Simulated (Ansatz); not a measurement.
# SW: the cost of one run

Program: Ansatz 0.2.0, Gaussian basis. Level of theory: def2-TZVPP, core rule «outside noble gas», up to 9 orbitals frozen. These are calculated values, not measurements.

The runs, in order: UHF; ROHF; CCSD(T) on UHF.

2 further runs of the same task are left out: 2 set aside as unsound or not needed.

## Step 1: The system

The geometry is a PBE0/def2-TZVP stationary point (not a proven minimum) of the parent state, kept for this charge and spin. No spin-orbit coupling is included. Elements past krypton take def2 core potentials.

2 atoms, charge 0, spin multiplicity 3.

Atoms are counted from 1 here; the program's logs count them from 0.

Bond lengths: W1–S2 2.049 Å.

Coordinates:

```xyz
2
SW
W     0.00000    0.00000    0.00000
S     0.00000    0.00000    2.04881
```

## Step 2: UHF

in.yaml

```yaml
crystal:
  periodic: [false, false, false]
  atoms:
    - {symbol: W, position_ang: [0.000000, 0.000000, 0.000000]}
    - {symbol: S, position_ang: [0.000000, 0.000000, 2.048814]}
basis:
  gaussian: {orbitals: def2-TZVPP}
magnetization: {spin_polarized: true, initial_magnetization: 2}
hamiltonian: {xc: hf}
output: {orbitals: {seedname: orbitals}}
```

Started as:

```bash
ansatz run in.yaml --threads 1 --pin off --events-out ev --progress --plain --max-ram 4096MiB --backend cpu
```

**Question.** How long does this run take on 1 thread of AMD EPYC 7R13, shared host, and how much memory does it need?

About 20 s, with a peak of 0.25 GiB.
